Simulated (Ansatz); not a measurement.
**Co: a slab and its surfaces, (0001), 6 layers**

Aim: cut a slab of Co (0001), 6 layers from the relaxed bulk, relax it, and get surface energy and work function. Methods of the runs shown: LAPW. Companion runs by PAW are cited. Its runs: bulk in the slab's orientation (LAPW); the reference run (LAPW); atoms relaxed (LAPW); vacuum of 11 Å (LAPW).

Computed with Ansatz 0.2.0 (DFT, PBE, all-electron LAPW, scalar-relativistic, unless a step's input says otherwise).

## Step 1: The structure to begin with

It takes space group P6_3/mmc (No. 194, hexagonal). Conventional cell: a = 2.493 Å, b = 2.493 Å, c = 4.037 Å, α = 90.00°, β = 90.00°, γ = 120.00°. Co (site symmetry -6m2) is surrounded by 12 Co at 2.48 to 2.49 Å.

Structure file:

```
Co
1.0
     1.24652   -2.15904    0.00000
     1.24652    2.15904    0.00000
     0.00000    0.00000    4.03693
Co
2
Direct
  0.66667 0.33333 0.25000
  0.33333 0.66667 0.75000
```

Atoms are numbered in the order of the input: Co1, Co2.

## Step 2: Bulk in the slab's orientation, LAPW

Input file input.yaml:

```yaml
crystal:
  lattice:
    - [1.246519899, -2.1590357976, 0.0]
    - [1.246519899, 2.1590357976, 0.0]
    - [0.0, 0.0, 4.0369295266]
  atoms:
    - { symbol: Co, position: [0.666666667, 0.333333333, 0.25], spin: 1.7 }
    - { symbol: Co, position: [0.333333333, 0.666666667, 0.75], spin: 1.7 }
magnetization:
  spin_polarized: true
kpoints:
  mp_grid: { grid: [15, 15, 8] }
scf:
  occupations: { method: fermi_dirac, width: 0.1 }
hamiltonian:
  xc: pbe
  pseudopotentials: { kind: all_electron, lapw: { basis_error: 0.001 } }
output:
  forces: true
  stress: true
  eigenvalues: true
```

Started as:

```bash
$ ansatz run input.yaml --threads 3 --pin off --max-ram 9216MiB --backend cpu --events-out ev --progress --plain --runs-dir out
```

The runs that follow: Slab as cut, LAPW; Atoms relaxed, LAPW; Vacuum of 11 Å, LAPW.

Before running it: what results should come out? Wanted: surface energy; work function; outer layer spacing (for each run or level that gives them).

As calculated:

| quantity | value |
| --- | --- |
| surface energy (LAPW, relaxed) | 2.14 J/m² |
| work function (LAPW, relaxed) | 4.96 eV |
| outer layer spacing (LAPW) | 2.02 → 1.96 Å |
| surface energy (PAW, relaxed) | 2.14 J/m² |
| work function (PAW, relaxed) | 4.96 eV |
| outer layer spacing (PAW) | 2.02 → 1.96 Å |

By LAPW the surface costs 2.17 J/m² as cut and 2.14 J/m² relaxed. The outermost spacing changes by -3.0 % (LAPW). Vacuum of 11 Å moves the work function by less than 0.01 eV (LAPW). The outermost spacing changes by -3.0 % (PAW). Vacuum of 11 Å moves the work function by less than 0.01 eV (PAW). Thickness wasn't converged, and no reconstruction was sought. Other magnetic orders may lie lower; this is the state that the run reached. The program warned that the vacuum holds more density than its bound, so energies and levels may be slightly off.
